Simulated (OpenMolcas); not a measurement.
# MoO3 (molybdenum trioxide): B98/def2-TZVP (core potential)

What is the vertical ionisation energy of MoO3 (molybdenum trioxide) at B98/def2-TZVP (core potential)? 

The results are computed with OpenMolcas 26.06.

## Step 1: The molecule

MoO3: 4 atoms, total charge 0, spin state singlet. As SMILES, `[O]=[Mo](=[O])=[O]`. Geometry: relaxed at PBE0-D4/def2-TZVP.

Bond lengths: O1–Mo2 1.692 Å, Mo2–O3 1.692 Å, Mo2–O4 1.692 Å. Angles: O1–Mo2–O3 110.3°, O1–Mo2–O4 110.3°, O3–Mo2–O4 110.3°.

## Step 2: The energy at B98/def2-TZVP (core potential)

geom.xyz

```xyz
4

O     -0.968000    -0.149800     1.262500
Mo    -0.138100    -0.336500    -0.200300
O      1.507000    -0.607600     0.088800
O     -0.345200     1.033600    -1.171400
```

job.inp

```
* MoO3 Kohn-Sham DFT
&GATEWAY
BasLib=$CurrDir
Coord=geom.xyz
Basis=def2-TZVP
Group=NoSym
&SEWARD
&SCF
KSDFT=HYB_GGA_XC_SB98_2C
PrOrbitals=1 1
```

The basis set def2-TZVP is read from a file made from the Basis Set Exchange's data (not shown).

On the command line:

```bash
$ export MOLCAS_MEM=1860
$ pymolcas job.inp > job.log
```

What it wrote:

```text
--- Start Module: gateway ---
[...]
--- Stop Module: gateway /rc=_RC_ALL_IS_WELL_ ---
--- Start Module: seward ---
[...]
      Basis functions          133
--- Stop Module: seward /rc=_RC_ALL_IS_WELL_ ---
[...]
--- Start Module: scf ---
[...]
       Convergence after  16 Iterations
[...]
::    Total KS-DFT energy                            -293.9586470150
[...]
      Total spin, S                                     0.0000000000
[...]
      Total electronic charge=   38.000000
      Total            charge=   -0.000000
[...]
      Dipole Moment (debye):
      Origin of the operator (angstrom)=   -0.0714   -0.1955   -0.1147
                   X= -1.8787E+00               Y= -3.9718E+00               Z= -2.4124E+00           Total=  5.0124E+00
      Quadrupole Moment (debye*angstrom):
[...]
--- Stop Module: scf /rc=_RC_ALL_IS_WELL_ ---
[...]
```

Run time: 44 s. Hardware: 1 thread of Arm Neoverse N1, shared host; peak memory 0.96 GiB.

## Step 3: The doublet cation at the same level

geom.xyz is that of step 2.

job.input

```
* MoO3 Kohn-Sham DFT

&GATEWAY
 BasLib = $CurrDir
 Coord = geom.xyz
 Basis = def2-TZVP
 Group = NoSym

&SEWARD

&SCF
 UHF
 Charge = 1
 Spin = 2
 KSDFT = HYB_GGA_XC_SB98_2C
 PrOrbitals = 1 1
```

The basis set def2-TZVP is read from a file made from the Basis Set Exchange's data (not shown).

On the command line:

```bash
$ export MOLCAS_MEM=1860
$ pymolcas job.input > job.log
```

What it wrote:

```text
--- Start Module: gateway ---
[...]
--- Stop Module: gateway /rc=_RC_ALL_IS_WELL_ ---
--- Start Module: seward ---
[...]
      Basis functions          133
--- Stop Module: seward /rc=_RC_ALL_IS_WELL_ ---
[...]
--- Start Module: scf ---
[...]
       Convergence after  33 Iterations
[...]
::    Total KS-DFT energy                            -293.5405302000
[...]
      Total spin, S                                     0.5254816965
[...]
      Total electronic charge=   37.000000
      Total            charge=    1.000000
[...]
      Dipole Moment (debye):
      Origin of the operator (angstrom)=   -0.0714   -0.1955   -0.1147
                   X= -1.4573E+00               Y= -3.0799E+00               Z= -1.8738E+00           Total=  3.8886E+00
      Center of Charge (angstrom)
[...]
--- Stop Module: scf /rc=_RC_ALL_IS_WELL_ ---
[...]
```

It took 95 s on 1 thread of Arm Neoverse N1, shared host; peak memory 0.96 GiB.

## Step 4: Summary of results

At B98/def2-TZVP (core potential):

| quantity | value |
| --- | --- |
| singlet MoO3: total energy | -293.95865 Eh |
| singlet MoO3: dipole moment | 5.01 D |
| singlet MoO3: HOMO energy | -8.87 eV |
| singlet MoO3: LUMO energy | -4.83 eV |
| singlet MoO3: HOMO–LUMO gap | 4.05 eV |
| doublet cation: total energy | -293.54053 Eh |
| doublet cation: HOMO energy (highest over α and β) | -15.95 eV |
| doublet cation: LUMO energy (lowest over α and β) | -13.89 eV |
| doublet cation: ⟨S²⟩ | 0.802 |
| vertical ionisation energy (to the doublet cation) | 11.378 eV |

**Reading.** Removing an electron at fixed nuclei costs 11.38 eV (262 kcal/mol). The negative HOMO energy of the first species, 8.87 eV, lies 2.50 eV below that difference.
